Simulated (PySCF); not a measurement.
# A diatomic session: AsH+

One table from this session's results is given with a row withheld; the runs are named, their logs left out.

The runs use PySCF 2.14.0; As cc-pVTZ-PP with ECP10, H cc-pVTZ, scalar-relativistic core potentials.

Set-up of the first run:

Settings of the job:

```json
{
  "atoms": "As, H",
  "charge": "1",
  "basis": "As cc-pVTZ-PP with ECP10, H cc-pVTZ",
  "Hamiltonian": "scalar-relativistic core potentials",
  "basis functions": "53",
  "electrons treated": "23",
  "masses in u": "74.9216, 1.0078",
  "levels": "PBE0, PBE, r²SCAN, TPSSh, B3LYP, TPSS, HF, MP2, SCS-MP2, CCSD, CCSD(T)",
  "grid": "80 radial by 434 angular points",
  "occupations": "held fixed by the projection of orbital angular momentum",
  "dissociation limit": "As+ + H, each in its ground configuration",
  "starting distance in angstrom": "1.595",
  "values of 2S to try": "1, 3"
}
```

On the command line:

```
OMP_NUM_THREADS=1 python dia.py task.json out
```

Among the steps run: Input; PBE0 along the bond; Excited determinants; PBE (GGA); r²SCAN (meta-GGA); TPSSh (hybrid meta-GGA); B3LYP (global hybrid GGA); TPSS (meta-GGA); UHF; Adding correlation.

One of the session's tables, all rows but one given; the rest of the session is left out.

It belongs to the step «The curves together». Energy (eV) from each level's lowest point:

```
R (Å)    UHF  UHF-MP2  UHF-SCS-MP2  UHF-CCSD  UHF-CCSD(T)
1.321  0.487    0.463        0.472       n/a          n/a
1.382  0.201    0.188        0.193     0.207        0.211
1.444  0.048    0.042        0.045     0.053        0.056
1.490  0.000    0.000        0.000     0.004        0.006
1.536  0.000    0.003        0.001     0.000        0.000
1.582  0.038    0.044        0.039     0.032        0.031
1.643      ?        ?            ?         ?            ?
1.720  0.315    0.321        0.309     0.279        0.271
1.812  0.588    0.587        0.572     0.520        0.506
1.935  0.988    1.047        1.046       n/a          n/a
```

**Question.** Estimate the row for R (Å) = 1.643.

Worked estimate for «UHF». A straight line through the neighbours (1.582, 0.038) and (1.720, 0.315) gives 0.038 + (0.315 − 0.038) × (1.643 − 1.582) / (1.720 − 1.582) = 0.160; a parabola fitted to 4 rows on both sides gives 0.140.

As computed: UHF: 0.136; UHF-MP2: 0.143; UHF-SCS-MP2: 0.135; UHF-CCSD: 0.119; UHF-CCSD(T): 0.115. In «UHF» the line misses by +0.024 and the parabola by +0.004.
